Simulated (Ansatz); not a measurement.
**triplet SnHClOF2: levels of theory compared**

We compute a comparison of 6 runs (UHF/def2-SVP, U-revPBE/def2-SVP, UB2PLYP/def2-SVP, UHSE06/def2-SVP, UPBE/def2-SVP, USVWN5/def2-SVP) of triplet SnHClOF2. 

The results are computed with Ansatz 0.2.0.

119 further runs of the same task are left out: 1 that didn't finish, 118 set aside as unsound or not needed. Runs told in other sessions of the task aren't counted.

## (1) The molecule

SnHClOF2: 6 atoms, total charge 0, spin state triplet. SMILES of the parent species: `[OH][Sn]([F])([F])[Cl]`. Geometry: relaxed at PBE0-D4/def2-TZVP. This is one conformer, not always the lowest. That shape belongs to the parent species and isn't relaxed for this state.

Bond lengths: O1–Sn2 1.922 Å, Sn2–F3 1.884 Å, Sn2–F4 1.892 Å, Sn2–Cl5 2.279 Å, O1–H6 0.962 Å. Angles: O1–Sn2–F3 106.5°, O1–Sn2–F4 110.4°, O1–Sn2–Cl5 114.9°, F3–Sn2–F4 106.2°, F3–Sn2–Cl5 110.3°, F4–Sn2–Cl5 108.2°, Sn2–O1–H6 113.6°.

## (2) The energy at UHF/def2-SVP (core potential) (run 1)

The input, molecule.yaml:

```yaml
crystal:
  periodic: [false, false, false]
  atoms:
    - {symbol: O, position_ang: [-0.464000, 0.283900, 1.476300]}
    - {symbol: Sn, position_ang: [0.252400, -0.175700, -0.247500]}
    - {symbol: F, position_ang: [1.982500, -0.856500, 0.056700]}
    - {symbol: F, position_ang: [-0.743300, -1.587100, -1.019700]}
    - {symbol: Cl, position_ang: [0.329400, 1.540600, -1.744400]}
    - {symbol: H, position_ang: [-1.315000, 0.730600, 1.432500]}
basis:
  gaussian:
    orbitals: def2-SVP
magnetization:
  spin_polarized: true
  initial_magnetization: 2
hamiltonian:
  xc: hf
accuracy: high
output:
  orbitals: {seedname: orbitals}
```

Launch:

```sh
$ ansatz run molecule.yaml --threads 1 --pin off --max-ram 3480MiB --events-out events.jsonl --progress --plain --runs-dir runs
```

Output:

```text
Warning: RAYON_NUM_THREADS=1 ignored (pool sized by the plan → 1); use --threads N
Functional definition: HF
  name "HF"
  exchange = exact_x
  correlation = 0
1947 factors; integrals over basis functions are off by at most 3.3e-9 eV
mean field evaluation 1: about -25753.5097 eV, gradient 3.9e1 eV
mean field evaluation 2: about -25753.6798 eV, gradient 3.9e1 eV
mean field evaluation 4: about -25760.1077 eV, gradient 3.8e0 eV
mean field evaluation 8: about -25760.3526 eV, gradient 9.3e-1 eV
mean field evaluation 16: about -25760.3901 eV, gradient 3.8e-2 eV
mean field evaluation 32: about -25752.1286 eV, gradient 2.8e1 eV
mean field evaluation 64: about -25760.3646 eV, gradient 1.8e-2 eV
mean field evaluation 96: about -25760.2303 eV, gradient 8.8e-1 eV
mean field evaluation 128: about -25759.4257 eV, gradient 1.1e0 eV
mean field evaluation 160: about -25760.7846 eV, gradient 1.0e0 eV
mean field evaluation 192: about -25756.3655 eV, gradient 4.4e0 eV
mean field evaluation 224: about -25759.4498 eV, gradient 2.0e0 eV
mean field evaluation 256: about -25760.9997 eV, gradient 1.0e0 eV
mean field evaluation 288: about -25760.3971 eV, gradient 1.8e0 eV
mean field evaluation 320: about -25757.8595 eV, gradient 6.0e0 eV
mean field evaluation 352: about -25761.0787 eV, gradient 6.6e-1 eV
mean field evaluation 384: about -25755.4565 eV, gradient 5.0e0 eV
mean field evaluation 416: about -25756.6567 eV, gradient 1.5e0 eV
mean field evaluation 448: about -25760.6758 eV, gradient 2.3e0 eV
mean field evaluation 480: about -25760.3687 eV, gradient 8.1e-2 eV
mean field -25761.20573214 eV, -946.7068490836 hartree, gradient 3.0e-8 eV, S^2 2.014702; 6 other end points of the search recorded, 0 dependent functions left out
reference -25761.20573214 eV, -946.7068490836 hartree; 34, 32 occupied and 57, 59 virtual orbitals, 1947 factors
Total energy: -25761.20573214 eV, -946.7068490836 hartree
```

It took 38 s on 1 thread of Arm Neoverse V2, shared host; peak memory 0.62 GiB.

## (3) The energy at U-revPBE/def2-SVP (core potential) (run 2)

The input, job.yaml:

```yaml
crystal:
  periodic: [false, false, false]
  atoms:
    - {symbol: O, position_ang: [-0.464000, 0.283900, 1.476300]}
    - {symbol: Sn, position_ang: [0.252400, -0.175700, -0.247500]}
    - {symbol: F, position_ang: [1.982500, -0.856500, 0.056700]}
    - {symbol: F, position_ang: [-0.743300, -1.587100, -1.019700]}
    - {symbol: Cl, position_ang: [0.329400, 1.540600, -1.744400]}
    - {symbol: H, position_ang: [-1.315000, 0.730600, 1.432500]}
basis:
  gaussian:
    orbitals: def2-SVP
magnetization:
  spin_polarized: true
  initial_magnetization: 2
hamiltonian:
  xc: {name: revPBE}
accuracy: high
output:
  orbitals: {seedname: orbitals}
```

Launch:

```sh
$ ansatz run job.yaml --threads 1 --pin off --max-ram 3480MiB --events-out events.jsonl --progress --plain --runs-dir runs
```

Output:

```text
Warning: RAYON_NUM_THREADS=1 ignored (pool sized by the plan → 1); use --threads N
Functional definition: revPBE
  name "revPBE"
  parameter kappa = 1.245
  parameter beta = 0.06672455060314922
  exchange = pbe_x(kappa = kappa, mu = beta*pi^2/3)
  correlation = pbe_c(beta = beta)
1947 factors; integrals over basis functions are off by at most 3.3e-9 eV
mean field evaluation 1: about -25821.7042 eV, gradient 5.7e1 eV
mean field evaluation 2: about -25687.7294 eV, gradient 1.6e2 eV
mean field evaluation 4: about -25824.8297 eV, gradient 4.7e1 eV
mean field evaluation 8: about -25834.6760 eV, gradient 1.0e1 eV
mean field evaluation 16: about -25835.3155 eV, gradient 3.3e-1 eV
mean field evaluation 32: about -25835.3297 eV, gradient 1.3e-1 eV
mean field evaluation 64: about -25834.0431 eV, gradient 1.5e1 eV
mean field evaluation 96: about -25835.3215 eV, gradient 3.5e-1 eV
mean field evaluation 128: about -25835.3105 eV, gradient 4.5e-1 eV
mean field -25835.33176629 eV, -949.4309305944 hartree, gradient 2.1e-8 eV, S^2 2.002126; 10 other end points of the search recorded, 0 dependent functions left out
reference -25835.33177109 eV, -949.4309307706 hartree; 34, 32 occupied and 57, 59 virtual orbitals, 1947 factors
Total energy: -25835.33177109 eV, -949.4309307706 hartree
```

It took 64 s on 1 thread of Arm Neoverse V2, shared host; peak memory 0.31 GiB.

Runs 3 to 4 aren't shown in full; the table further down has their settings and results.

## (4) The energy at UPBE/def2-SVP (core potential) (run 5)

The input, in.yaml:

```yaml
crystal:
  periodic: [false, false, false]
  atoms:
    - {symbol: O, position_ang: [-0.464000, 0.283900, 1.476300]}
    - {symbol: Sn, position_ang: [0.252400, -0.175700, -0.247500]}
    - {symbol: F, position_ang: [1.982500, -0.856500, 0.056700]}
    - {symbol: F, position_ang: [-0.743300, -1.587100, -1.019700]}
    - {symbol: Cl, position_ang: [0.329400, 1.540600, -1.744400]}
    - {symbol: H, position_ang: [-1.315000, 0.730600, 1.432500]}
basis:
  gaussian:
    orbitals: def2-SVP
magnetization:
  spin_polarized: true
  initial_magnetization: 2
hamiltonian:
  xc: pbe
accuracy: high
output: {orbitals: {seedname: orbitals}}
```

Launch:

```sh
$ ansatz run in.yaml --threads 1 --pin off --max-ram 3480MiB --events-out events.jsonl --progress --plain --runs-dir runs
```

Output:

```text
Warning: RAYON_NUM_THREADS=1 ignored (pool sized by the plan → 1); use --threads N
Functional definition: PBE
  name "PBE"
  parameter kappa = 0.804
[... 3 set-up lines as earlier in the session ...]
1947 factors; integrals over basis functions are off by at most 3.3e-9 eV
mean field evaluation 1: about -25812.8488 eV, gradient 5.8e1 eV
mean field evaluation 2: about -25675.8382 eV, gradient 1.7e2 eV
mean field evaluation 4: about -25815.8201 eV, gradient 4.8e1 eV
mean field evaluation 8: about -25825.9983 eV, gradient 1.1e1 eV
mean field evaluation 16: about -25826.5993 eV, gradient 8.8e-1 eV
mean field evaluation 32: about -25824.6272 eV, gradient 1.7e1 eV
mean field evaluation 64: about -25825.7868 eV, gradient 5.3e0 eV
mean field evaluation 96: about -25826.5930 eV, gradient 2.0e-1 eV
mean field evaluation 128: about -25826.6341 eV, gradient 1.5e-1 eV
mean field -25826.64177278 eV, -949.1115792232 hartree, gradient 1.2e-8 eV, S^2 2.002001; 10 other end points of the search recorded, 0 dependent functions left out
reference -25826.64177664 eV, -949.1115793648 hartree; 34, 32 occupied and 57, 59 virtual orbitals, 1947 factors
Total energy: -25826.64177664 eV, -949.1115793648 hartree
```

Run time: 71 s. Hardware: 1 thread of Arm Neoverse V2, shared host; peak memory 0.31 GiB.

## (5) The energy at USVWN5/def2-SVP (core potential) (run 6)

Changes to job.yaml since step 3:

```diff
@@ -10,11 +10,6 @@
 basis:
-  gaussian:
-    orbitals: def2-SVP
-magnetization:
-  spin_polarized: true
-  initial_magnetization: 2
-hamiltonian:
-  xc: {name: revPBE}
+  gaussian: {orbitals: def2-SVP}
+magnetization: {spin_polarized: true, initial_magnetization: 2}
+hamiltonian: {xc: {name: SVWN5}}
 accuracy: high
-output:
-  orbitals: {seedname: orbitals}
+output: {orbitals: {seedname: orbitals}}
```

Launch:

```sh
$ ansatz run job.yaml --threads 1 --pin off --max-ram 3480MiB --events-out events.jsonl --progress --plain --runs-dir runs
```

Output:

```text
Warning: RAYON_NUM_THREADS=1 ignored (pool sized by the plan → 1); use --threads N
Functional definition: SVWN5
  name "SVWN5"
  exchange = slater_x
  correlation = vwn5_c
1947 factors; integrals over basis functions are off by at most 3.3e-9 eV
mean field evaluation 1: about -25727.4747 eV, gradient 5.7e1 eV
mean field evaluation 2: about -25590.0560 eV, gradient 1.6e2 eV
mean field evaluation 4: about -25729.9827 eV, gradient 4.8e1 eV
mean field evaluation 8: about -25738.7373 eV, gradient 1.8e1 eV
mean field evaluation 16: about -25740.4336 eV, gradient 7.1e0 eV
mean field evaluation 32: about -25735.0989 eV, gradient 1.8e1 eV
mean field evaluation 64: about -25740.2172 eV, gradient 5.9e0 eV
mean field evaluation 96: about -25740.5590 eV, gradient 4.3e0 eV
mean field -25740.85528708 eV, -945.9589840218 hartree, gradient 6.3e-8 eV, S^2 2.001591; 10 other end points of the search recorded, 0 dependent functions left out
reference -25740.85529073 eV, -945.9589841561 hartree; 34, 32 occupied and 57, 59 virtual orbitals, 1947 factors
Total energy: -25740.85529073 eV, -945.9589841561 hartree
```

Wall time 27 s (1 thread of Arm Neoverse V2, shared host); peak memory 0.28 GiB.

## (6) All runs side by side

```tsv
run	level	frozen core orbitals	energy (Eh)	HOMO energy (eV)	⟨S²⟩	wall time
1	UHF/def2-SVP (core potential)	–	-946.706849	-6.80	2.015	38 s
2	U-revPBE/def2-SVP (core potential)	–	-949.430931	-3.54	2.002	64 s
3	UB2PLYP/def2-SVP (core potential)	12	-948.903416	-5.55	2.010	45 s
4	UHSE06/def2-SVP (core potential)	–	-949.112826	-4.29	2.008	71 s
5	UPBE/def2-SVP (core potential)	–	-949.111579	-3.62	2.002	71 s
6	USVWN5/def2-SVP (core potential)	–	-945.958984	-3.84	2.002	27 s
```

## (7) Summary of results

```
                                 quantity          value
                      run 6: total energy  -945.95898 Eh
run 6: HOMO energy (highest over α and β)       -3.84 eV
                              run 6: ⟨S²⟩          2.002
```

In words: Totals of different functionals can't be ranked against each other. All runs together took 5.3 min, the longest 71 s.
